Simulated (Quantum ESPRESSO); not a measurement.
Input of a Quantum ESPRESSO 7.5 run:

The input pw.in:

```
&CONTROL
  calculation = 'scf'
  prefix = 'pwscf'
  outdir = './tmp'
  pseudo_dir = './pseudo'
  tprnfor = .true.
  tstress = .true.
  disk_io = 'low'
/
&SYSTEM
  ibrav = 0
  celldm(1) = 8
  nat = 6
  ntyp = 2
  ecutwfc = 45
  ecutrho = 360
  nbnd = 50
  occupations = 'smearing'
  smearing = 'fd'
  degauss = 0.00367493
/
&ELECTRONS
  conv_thr = 1.2d-09
  electron_maxstep = 120
  mixing_beta = 0.5
/
ATOMIC_SPECIES
Ge    72.6300 ge_lda_v1.4.uspp.F.UPF
Mg    24.3050 mg_lda_v1.4.uspp.F.UPF
CELL_PARAMETERS alat
  1.3042618064037  -0.4369627890918   0.0000000000000
  1.3042618064037   0.4369627890918   0.0000000000000
 -0.7600537527186   0.0000000000000   1.4191309348309
ATOMIC_POSITIONS crystal
Ge     0.5292340000    0.5292340000    0.2936210000
Ge     0.4707660000    0.4707660000    0.7063790000
Ge     0.8803900000    0.8803900000    0.9854400000
Ge     0.1196100000    0.1196100000    0.0145600000
Mg     0.8152860000    0.8152860000    0.3492530000
Mg     0.1847140000    0.1847140000    0.6507470000
K_POINTS automatic
6 6 4 0 0 0
```

File nscf.in:

```
&CONTROL
  calculation = 'nscf'
  prefix = 'pwscf'
  outdir = './tmp'
  pseudo_dir = './pseudo'
  disk_io = 'low'
/
&SYSTEM
  ibrav = 0
  celldm(1) = 8
  nat = 6
  ntyp = 2
  ecutwfc = 45
  ecutrho = 360
  nbnd = 65
  occupations = 'smearing'
  smearing = 'fd'
  degauss = 0.00367493
  nosym = .true.
  noinv = .true.
/
&ELECTRONS
  conv_thr = 1d-09
  electron_maxstep = 120
  mixing_beta = 0.5
  diago_full_acc = .true.
  startingwfc = 'random'
/
ATOMIC_SPECIES
Ge    72.6300 ge_lda_v1.4.uspp.F.UPF
Mg    24.3050 mg_lda_v1.4.uspp.F.UPF
CELL_PARAMETERS alat
  1.3042618064037  -0.4369627890918   0.0000000000000
  1.3042618064037   0.4369627890918   0.0000000000000
 -0.7600537527186   0.0000000000000   1.4191309348309
ATOMIC_POSITIONS crystal
Ge     0.5292340000    0.5292340000    0.2936210000
Ge     0.4707660000    0.4707660000    0.7063790000
Ge     0.8803900000    0.8803900000    0.9854400000
Ge     0.1196100000    0.1196100000    0.0145600000
Mg     0.8152860000    0.8152860000    0.3492530000
Mg     0.1847140000    0.1847140000    0.6507470000
K_POINTS crystal
75
  0.00000000   0.00000000   0.00000000 1.33333333e-02
  0.00000000   0.00000000   0.33333333 1.33333333e-02
  0.00000000   0.00000000   0.66666667 1.33333333e-02
  0.00000000   0.20000000   0.00000000 1.33333333e-02
  0.00000000   0.20000000   0.33333333 1.33333333e-02
  0.00000000   0.20000000   0.66666667 1.33333333e-02
  0.00000000   0.40000000   0.00000000 1.33333333e-02
  0.00000000   0.40000000   0.33333333 1.33333333e-02
  0.00000000   0.40000000   0.66666667 1.33333333e-02
  0.00000000   0.60000000   0.00000000 1.33333333e-02
  0.00000000   0.60000000   0.33333333 1.33333333e-02
  0.00000000   0.60000000   0.66666667 1.33333333e-02
  0.00000000   0.80000000   0.00000000 1.33333333e-02
  0.00000000   0.80000000   0.33333333 1.33333333e-02
  0.00000000   0.80000000   0.66666667 1.33333333e-02
  0.20000000   0.00000000   0.00000000 1.33333333e-02
  0.20000000   0.00000000   0.33333333 1.33333333e-02
  0.20000000   0.00000000   0.66666667 1.33333333e-02
  0.20000000   0.20000000   0.00000000 1.33333333e-02
  0.20000000   0.20000000   0.33333333 1.33333333e-02
  0.20000000   0.20000000   0.66666667 1.33333333e-02
  0.20000000   0.40000000   0.00000000 1.33333333e-02
  0.20000000   0.40000000   0.33333333 1.33333333e-02
  0.20000000   0.40000000   0.66666667 1.33333333e-02
  0.20000000   0.60000000   0.00000000 1.33333333e-02
  0.20000000   0.60000000   0.33333333 1.33333333e-02
  0.20000000   0.60000000   0.66666667 1.33333333e-02
  0.20000000   0.80000000   0.00000000 1.33333333e-02
  0.20000000   0.80000000   0.33333333 1.33333333e-02
  0.20000000   0.80000000   0.66666667 1.33333333e-02
  0.40000000   0.00000000   0.00000000 1.33333333e-02
  0.40000000   0.00000000   0.33333333 1.33333333e-02
  0.40000000   0.00000000   0.66666667 1.33333333e-02
  0.40000000   0.20000000   0.00000000 1.33333333e-02
  0.40000000   0.20000000   0.33333333 1.33333333e-02
  0.40000000   0.20000000   0.66666667 1.33333333e-02
  0.40000000   0.40000000   0.00000000 1.33333333e-02
  0.40000000   0.40000000   0.33333333 1.33333333e-02
  0.40000000   0.40000000   0.66666667 1.33333333e-02
  0.40000000   0.60000000   0.00000000 1.33333333e-02
  0.40000000   0.60000000   0.33333333 1.33333333e-02
  0.40000000   0.60000000   0.66666667 1.33333333e-02
  0.40000000   0.80000000   0.00000000 1.33333333e-02
  0.40000000   0.80000000   0.33333333 1.33333333e-02
  0.40000000   0.80000000   0.66666667 1.33333333e-02
  0.60000000   0.00000000   0.00000000 1.33333333e-02
  0.60000000   0.00000000   0.33333333 1.33333333e-02
  0.60000000   0.00000000   0.66666667 1.33333333e-02
  0.60000000   0.20000000   0.00000000 1.33333333e-02
  0.60000000   0.20000000   0.33333333 1.33333333e-02
  0.60000000   0.20000000   0.66666667 1.33333333e-02
  0.60000000   0.40000000   0.00000000 1.33333333e-02
  0.60000000   0.40000000   0.33333333 1.33333333e-02
  0.60000000   0.40000000   0.66666667 1.33333333e-02
  0.60000000   0.60000000   0.00000000 1.33333333e-02
  0.60000000   0.60000000   0.33333333 1.33333333e-02
  0.60000000   0.60000000   0.66666667 1.33333333e-02
  0.60000000   0.80000000   0.00000000 1.33333333e-02
  0.60000000   0.80000000   0.33333333 1.33333333e-02
  0.60000000   0.80000000   0.66666667 1.33333333e-02
  0.80000000   0.00000000   0.00000000 1.33333333e-02
  0.80000000   0.00000000   0.33333333 1.33333333e-02
  0.80000000   0.00000000   0.66666667 1.33333333e-02
  0.80000000   0.20000000   0.00000000 1.33333333e-02
  0.80000000   0.20000000   0.33333333 1.33333333e-02
  0.80000000   0.20000000   0.66666667 1.33333333e-02
  0.80000000   0.40000000   0.00000000 1.33333333e-02
  0.80000000   0.40000000   0.33333333 1.33333333e-02
  0.80000000   0.40000000   0.66666667 1.33333333e-02
  0.80000000   0.60000000   0.00000000 1.33333333e-02
  0.80000000   0.60000000   0.33333333 1.33333333e-02
  0.80000000   0.60000000   0.66666667 1.33333333e-02
  0.80000000   0.80000000   0.00000000 1.33333333e-02
  0.80000000   0.80000000   0.33333333 1.33333333e-02
  0.80000000   0.80000000   0.66666667 1.33333333e-02
```

Contents of pw2wan.in:

```
&INPUTPP
  prefix = 'pwscf'
  outdir = './tmp'
  seedname = 'w'
  write_mmn = .true.
  write_amn = .true.
  scdm_proj = .true.
  scdm_entanglement = 'erfc'
  scdm_mu = 10.26
  scdm_sigma = 3
/
```

bands.in

```
&CONTROL
  calculation = 'bands'
  prefix = 'pwscf'
  outdir = './tmp'
  pseudo_dir = './pseudo'
  disk_io = 'low'
/
&SYSTEM
  ibrav = 0
  celldm(1) = 8
  nat = 6
  ntyp = 2
  ecutwfc = 45
  ecutrho = 360
  nbnd = 65
  occupations = 'smearing'
  smearing = 'fd'
  degauss = 0.00367493
/
&ELECTRONS
  conv_thr = 1d-08
  electron_maxstep = 120
  mixing_beta = 0.5
  diago_full_acc = .true.
  startingwfc = 'random'
/
ATOMIC_SPECIES
Ge    72.6300 ge_lda_v1.4.uspp.F.UPF
Mg    24.3050 mg_lda_v1.4.uspp.F.UPF
CELL_PARAMETERS alat
  1.3042618064037  -0.4369627890918   0.0000000000000
  1.3042618064037   0.4369627890918   0.0000000000000
 -0.7600537527186   0.0000000000000   1.4191309348309
ATOMIC_POSITIONS crystal
Ge     0.5292340000    0.5292340000    0.2936210000
Ge     0.4707660000    0.4707660000    0.7063790000
Ge     0.8803900000    0.8803900000    0.9854400000
Ge     0.1196100000    0.1196100000    0.0145600000
Mg     0.8152860000    0.8152860000    0.3492530000
Mg     0.1847140000    0.1847140000    0.6507470000
K_POINTS crystal
100
  0.00000000   0.00000000   0.50000000 1
  0.00000000   0.00000000   0.44444400 1
  0.00000000   0.00000000   0.38888900 1
  0.00000000   0.00000000   0.33333300 1
  0.00000000   0.00000000   0.27777800 1
  0.00000000   0.00000000   0.22222200 1
  0.00000000   0.00000000   0.16666700 1
  0.00000000   0.00000000   0.11111100 1
  0.00000000   0.00000000   0.05555600 1
  0.00000000   0.00000000   0.00000000 1
  0.00000000  -0.03125000   0.00000000 1
  0.00000000  -0.06250000   0.00000000 1
  0.00000000  -0.09375000   0.00000000 1
  0.00000000  -0.12500000   0.00000000 1
  0.00000000  -0.15625000   0.00000000 1
  0.00000000  -0.18750000   0.00000000 1
  0.00000000  -0.21875000   0.00000000 1
  0.00000000  -0.25000000   0.00000000 1
  0.00000000  -0.28125000   0.00000000 1
  0.00000000  -0.31250000   0.00000000 1
  0.00000000  -0.34375000   0.00000000 1
  0.00000000  -0.37500000   0.00000000 1
  0.00000000  -0.40625000   0.00000000 1
  0.00000000  -0.43750000   0.00000000 1
  0.00000000  -0.46875000   0.00000000 1
  0.00000000  -0.50000000   0.00000000 1
  0.00000000  -0.50000000   0.50000000 1
  0.00000000  -0.47058800   0.47058800 1
  0.00000000  -0.44117600   0.44117600 1
  0.00000000  -0.41176500   0.41176500 1
  0.00000000  -0.38235300   0.38235300 1
  0.00000000  -0.35294100   0.35294100 1
  0.00000000  -0.32352900   0.32352900 1
  0.00000000  -0.29411800   0.29411800 1
  0.00000000  -0.26470600   0.26470600 1
  0.00000000  -0.23529400   0.23529400 1
  0.00000000  -0.20588200   0.20588200 1
  0.00000000  -0.17647100   0.17647100 1
  0.00000000  -0.14705900   0.14705900 1
  0.00000000  -0.11764700   0.11764700 1
  0.00000000  -0.08823500   0.08823500 1
  0.00000000  -0.05882400   0.05882400 1
  0.00000000  -0.02941200   0.02941200 1
  0.00000000   0.00000000   0.00000000 1
  0.05000000   0.05000000  -0.05000000 1
  0.10000000   0.10000000  -0.10000000 1
  0.15000000   0.15000000  -0.15000000 1
  0.20000000   0.20000000  -0.20000000 1
  0.25000000   0.25000000  -0.25000000 1
  0.30000000   0.30000000  -0.30000000 1
  0.35000000   0.35000000  -0.35000000 1
  0.40000000   0.40000000  -0.40000000 1
  0.45000000   0.45000000  -0.45000000 1
  0.50000000   0.50000000  -0.50000000 1
  0.50000000   0.50000000   0.00000000 1
  0.45454500   0.45454500   0.00000000 1
  0.40909100   0.40909100   0.00000000 1
  0.36363600   0.36363600   0.00000000 1
  0.31818200   0.31818200   0.00000000 1
  0.27272700   0.27272700   0.00000000 1
  0.22727300   0.22727300   0.00000000 1
  0.18181800   0.18181800   0.00000000 1
  0.13636400   0.13636400   0.00000000 1
  0.09090900   0.09090900   0.00000000 1
  0.04545500   0.04545500   0.00000000 1
  0.00000000   0.00000000   0.00000000 1
  0.02941200   0.00000000  -0.02941200 1
  0.05882400   0.00000000  -0.05882400 1
  0.08823500   0.00000000  -0.08823500 1
  0.11764700   0.00000000  -0.11764700 1
  0.14705900   0.00000000  -0.14705900 1
  0.17647100   0.00000000  -0.17647100 1
  0.20588200   0.00000000  -0.20588200 1
  0.23529400   0.00000000  -0.23529400 1
  0.26470600   0.00000000  -0.26470600 1
  0.29411800   0.00000000  -0.29411800 1
  0.32352900   0.00000000  -0.32352900 1
  0.35294100   0.00000000  -0.35294100 1
  0.38235300   0.00000000  -0.38235300 1
  0.41176500   0.00000000  -0.41176500 1
  0.44117600   0.00000000  -0.44117600 1
  0.47058800   0.00000000  -0.47058800 1
  0.50000000   0.00000000  -0.50000000 1
  0.50000000   0.00000000   0.00000000 1
  0.46875000   0.00000000   0.00000000 1
  0.43750000   0.00000000   0.00000000 1
  0.40625000   0.00000000   0.00000000 1
  0.37500000   0.00000000   0.00000000 1
  0.34375000   0.00000000   0.00000000 1
  0.31250000   0.00000000   0.00000000 1
  0.28125000   0.00000000   0.00000000 1
  0.25000000   0.00000000   0.00000000 1
  0.21875000   0.00000000   0.00000000 1
  0.18750000   0.00000000   0.00000000 1
  0.15625000   0.00000000   0.00000000 1
  0.12500000   0.00000000   0.00000000 1
  0.09375000   0.00000000   0.00000000 1
  0.06250000   0.00000000   0.00000000 1
  0.03125000   0.00000000   0.00000000 1
  0.00000000   0.00000000   0.00000000 1
```

The input w.win:

```
num_wann = 24
num_bands = 37
auto_projections = true
dis_num_iter = 0
num_iter = 1200
search_shells = 100
kmesh_tol = 1.0d-4
conv_tol = 1.0d-8
conv_window = 4
num_print_cycles = 200
fermi_energy = 8.2602
bands_plot = true
write_hr = true
mp_grid = 5 5 3
exclude_bands = 1-28
begin unit_cell_cart
ang
  5.5214850000  -1.8498460000   0.0000000000
  5.5214850000   1.8498460000   0.0000000000
 -3.2176250000   0.0000000000   6.0077740000
end unit_cell_cart
begin atoms_frac
Ge   0.5292340000   0.5292340000   0.2936210000
Ge   0.4707660000   0.4707660000   0.7063790000
Ge   0.8803900000   0.8803900000   0.9854400000
Ge   0.1196100000   0.1196100000   0.0145600000
Mg   0.8152860000   0.8152860000   0.3492530000
Mg   0.1847140000   0.1847140000   0.6507470000
end atoms_frac
begin kpoint_path
X   0.0000000000   0.0000000000   0.5000000000  G   0.0000000000   0.0000000000   0.0000000000
G   0.0000000000   0.0000000000   0.0000000000  Y   0.0000000000  -0.5000000000   0.0000000000
L   0.0000000000  -0.5000000000   0.5000000000  G   0.0000000000   0.0000000000   0.0000000000
G   0.0000000000   0.0000000000   0.0000000000  Z   0.5000000000   0.5000000000  -0.5000000000
N   0.5000000000   0.5000000000   0.0000000000  G   0.0000000000   0.0000000000   0.0000000000
G   0.0000000000   0.0000000000   0.0000000000  M   0.5000000000   0.0000000000  -0.5000000000
R   0.5000000000   0.0000000000   0.0000000000  G   0.0000000000   0.0000000000   0.0000000000
end kpoint_path
bands_num_points = 9
begin kpoints
  0.00000000   0.00000000   0.00000000
  0.00000000   0.00000000   0.33333333
  0.00000000   0.00000000   0.66666667
  0.00000000   0.20000000   0.00000000
  0.00000000   0.20000000   0.33333333
  0.00000000   0.20000000   0.66666667
  0.00000000   0.40000000   0.00000000
  0.00000000   0.40000000   0.33333333
  0.00000000   0.40000000   0.66666667
  0.00000000   0.60000000   0.00000000
  0.00000000   0.60000000   0.33333333
  0.00000000   0.60000000   0.66666667
  0.00000000   0.80000000   0.00000000
  0.00000000   0.80000000   0.33333333
  0.00000000   0.80000000   0.66666667
  0.20000000   0.00000000   0.00000000
  0.20000000   0.00000000   0.33333333
  0.20000000   0.00000000   0.66666667
  0.20000000   0.20000000   0.00000000
  0.20000000   0.20000000   0.33333333
  0.20000000   0.20000000   0.66666667
  0.20000000   0.40000000   0.00000000
  0.20000000   0.40000000   0.33333333
  0.20000000   0.40000000   0.66666667
  0.20000000   0.60000000   0.00000000
  0.20000000   0.60000000   0.33333333
  0.20000000   0.60000000   0.66666667
  0.20000000   0.80000000   0.00000000
  0.20000000   0.80000000   0.33333333
  0.20000000   0.80000000   0.66666667
  0.40000000   0.00000000   0.00000000
  0.40000000   0.00000000   0.33333333
  0.40000000   0.00000000   0.66666667
  0.40000000   0.20000000   0.00000000
  0.40000000   0.20000000   0.33333333
  0.40000000   0.20000000   0.66666667
  0.40000000   0.40000000   0.00000000
  0.40000000   0.40000000   0.33333333
  0.40000000   0.40000000   0.66666667
  0.40000000   0.60000000   0.00000000
  0.40000000   0.60000000   0.33333333
  0.40000000   0.60000000   0.66666667
  0.40000000   0.80000000   0.00000000
  0.40000000   0.80000000   0.33333333
  0.40000000   0.80000000   0.66666667
  0.60000000   0.00000000   0.00000000
  0.60000000   0.00000000   0.33333333
  0.60000000   0.00000000   0.66666667
  0.60000000   0.20000000   0.00000000
  0.60000000   0.20000000   0.33333333
  0.60000000   0.20000000   0.66666667
  0.60000000   0.40000000   0.00000000
  0.60000000   0.40000000   0.33333333
  0.60000000   0.40000000   0.66666667
  0.60000000   0.60000000   0.00000000
  0.60000000   0.60000000   0.33333333
  0.60000000   0.60000000   0.66666667
  0.60000000   0.80000000   0.00000000
  0.60000000   0.80000000   0.33333333
  0.60000000   0.80000000   0.66666667
  0.80000000   0.00000000   0.00000000
  0.80000000   0.00000000   0.33333333
  0.80000000   0.00000000   0.66666667
  0.80000000   0.20000000   0.00000000
  0.80000000   0.20000000   0.33333333
  0.80000000   0.20000000   0.66666667
  0.80000000   0.40000000   0.00000000
  0.80000000   0.40000000   0.33333333
  0.80000000   0.40000000   0.66666667
  0.80000000   0.60000000   0.00000000
  0.80000000   0.60000000   0.33333333
  0.80000000   0.60000000   0.66666667
  0.80000000   0.80000000   0.00000000
  0.80000000   0.80000000   0.33333333
  0.80000000   0.80000000   0.66666667
end kpoints
```

Potentials or basis: GBRV 1.5 LDA.

Run with:

```console
$ OMP_NUM_THREADS=1 mpirun -n 4 pw.x -nk 2 -in pw.in > pw.out
$ OMP_NUM_THREADS=1 mpirun -n 4 pw.x -nk 4 -in nscf.in > nscf.out
$ wannier90.x -pp w
$ OMP_NUM_THREADS=1 mpirun -n 1 pw2wannier90.x -in pw2wan.in > pw2wan.out
$ wannier90.x w
$ OMP_NUM_THREADS=1 mpirun -n 4 pw.x -nk 4 -in bands.in > bands.out
```

(1) Estimate the total Wannier spread.

(2) Predict the RMS miss of the Wannier bands.

(3) What does it give for the pressure?

(4) What does it give for the largest force?

Answers

(1) 117.81 Å² over 24 functions.

(2) 0.025 eV.

(3) -4.6 GPa.

(4) 0.343 eV/Å.

Caveat: the k mesh is coarse.
